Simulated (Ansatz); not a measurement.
# TePb, space group Fm-3m: cell relaxations under several functionals

Computed with Ansatz 0.2.0 through its Python package.

The script reads `POSCAR_tepb`:
```text
TePb
1.0
   0.00000000    3.23100000    3.23100000
   3.23100000    0.00000000    3.23100000
   3.23100000    3.23100000    0.00000000
Te Pb
1 1
Direct
   0.50000000    0.50000000    0.50000000
   0.00000000    0.00000000    0.00000000
```

Interactive session:
```pycon
>>> from dataclasses import dataclass
>>> import ansatz
>>> from ase.io import read
>>> import numpy as np
>>> @dataclass
... class Options:
...     occupations: str = 'fixed'
...     mesh: tuple[int, ...] = (6, 6, 6)
...     cutoff: int = 510
...     force_tol: float = 0.02
...
>>> opts = Options()
>>> def edges_and_angles(cell):
...     cell = np.asarray(cell)
...     a, b, c = np.linalg.norm(cell, axis=1)
...     cosines = cell[1] @ cell[2] / (b * c), cell[0] @ cell[2] / (a * c), cell[0] @ cell[1] / (a * b)
...     return (a, b, c, *np.degrees(np.arccos(cosines)))
...
>>> atoms = read('POSCAR_tepb', format='vasp')
>>> crystal = ansatz.Crystal.from_ase(atoms)
>>> [site.symbol for site in crystal.resolved().sites]
['Te', 'Pb']
>>> model = (
...     crystal.calculation()
...     .occupations(opts.occupations)
...     .kpoints(*opts.mesh)
...     .basis(opts.cutoff)
...     .relax(cell=True, force_tolerance=opts.force_tol)
... )
>>> levels = [('pbe', 'd3bj'), ('pbe', 'none'), ('lda', 'none')]
>>> print('level            a       b       c    alpha   beta  gamma  V/atom  steps')
level            a       b       c    alpha   beta  gamma  V/atom  steps
>>> for name, dispersion in levels:
...     seen = []
...     run = model.functional(name, dispersion=dispersion).session().plan()
...     result = run.execute(on_event=lambda e: seen.append(e) if e['event'] == 'relax_step' else None)
...     cell = result.lattice.cell_ang
...     label = name if dispersion == 'none' else f'{name}+{dispersion}'
...     print('{:13s} {:7.4f} {:7.4f} {:7.4f} {:6.2f} {:6.2f} {:6.2f}'.format(label, *edges_and_angles(cell)), f'{abs(np.linalg.det(cell)) / len(result.lattice.sites):7.3f} {len(seen):5d}')
...
pbe+d3bj       4.5766  4.5766  4.5766  60.00  60.00  60.00  33.891     3
pbe            4.6471  4.6471  4.6471  60.00  60.00  60.00  35.480     4
lda            4.5134  4.5134  4.5134  60.00  60.00  60.00  32.507     4
```

From smallest to largest: LDA (32.51 Å³ an atom, -3.6 % against the start), PBE+D3BJ (33.89 Å³ an atom, +0.5 % against the start) and PBE (35.48 Å³ an atom, +5.2 % against the start). The spread is 9.1 % in volume.

Caveats:
- Forces vanish by symmetry, so the ions can't move, and the end may be a saddle.
- Edges and angles are those of the cell as typed, here a primitive one, not of the conventional cell.
- Spin-orbit coupling, which matters for elements this heavy, is left out.
- The structure is a deposited one; some such entries were measured under pressure or heat, so a shift against it needn't be the functional's error alone.
- Run time: 16 s on 1 thread of Arm Neoverse V2, on a shared host, peak memory 0.49 GiB.
